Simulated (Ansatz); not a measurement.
Write the native input for Ansatz 0.2.0 that does the following.

| Quantity | Value |
| --- | --- |
| Task | single point |
| Functional | PBE |
| Potentials or basis | Ansatz PAW |
| Cutoff | 420 eV (not typed: the program's choice for these potentials) |
| k mesh | 11 × 11 × 4 |
| Occupations | fermi-dirac, width 0.05 eV |
| Spin | collinear spin, ferromagnetic start |
| Starting moments | [1.0, 2.0, 0.0, 0.0, 0.0, 0.0] μB |

VB4Os:

```
Os V B
1.0
     2.87749    0.00000    0.00000
    -1.43874    2.49198    0.00000
     0.00000    0.00000    7.45371
Os V B
1 1 4
Direct
  0.33333 0.66667 0.50000
  0.00000 0.00000 0.00000
  0.00000 0.00000 0.29052
  0.33333 0.66667 0.20308
  0.33333 0.66667 0.79692
  0.00000 0.00000 0.70948
```

The cell comes from a database or a generator and needn't be the stable form of this composition.

The input as run:

input.yaml

```yaml
crystal:
  lattice:
    - [2.8774873876, 0.0, 0.0]
    - [-1.4387436938, 2.4919771768, 0.0]
    - [0.0, 0.0, 7.453705]
  atoms:
    - { symbol: Os, position: [0.3333333333, 0.6666666667, 0.5], spin: 1.0 }
    - { symbol: V, position: [0.0, 0.0, 0.0], spin: 2.0 }
    - { symbol: B, position: [0.0, 0.0, 0.290516] }
    - { symbol: B, position: [0.3333333333, 0.6666666667, 0.203077] }
    - { symbol: B, position: [0.3333333333, 0.6666666667, 0.796923] }
    - { symbol: B, position: [0.0, 0.0, 0.709484] }
hamiltonian:
  xc: pbe
  pseudopotentials: { kind: paw }
magnetization:
  spin_polarized: true
kpoints:
  mp_grid: { grid: [11, 11, 4] }
scf:
  occupations: { method: fermi_dirac, width: 0.05 }
output:
  forces: true
  stress: true
  eigenvalues: true
```

Potentials or basis: Ansatz PAW.

Command:

```console
$ ansatz run input.yaml --threads 2 --pin off --max-ram 5120MiB --backend cpu --events-out ev --progress --plain --runs-dir out
```

It gave:

```
Pressure               : -0.7 GPa
Largest force          : 0.082 eV/Å
Band gap on the k mesh : none (metal or under the smearing width)
Net moment             : 0.00 μB per cell
Absolute moment        : 0.00 μB per cell
```

Caveat: the starting moments weren't kept.

Run time: 11 s on 2 threads of Arm Neoverse V1, on a shared host, peak memory 0.4 GiB.
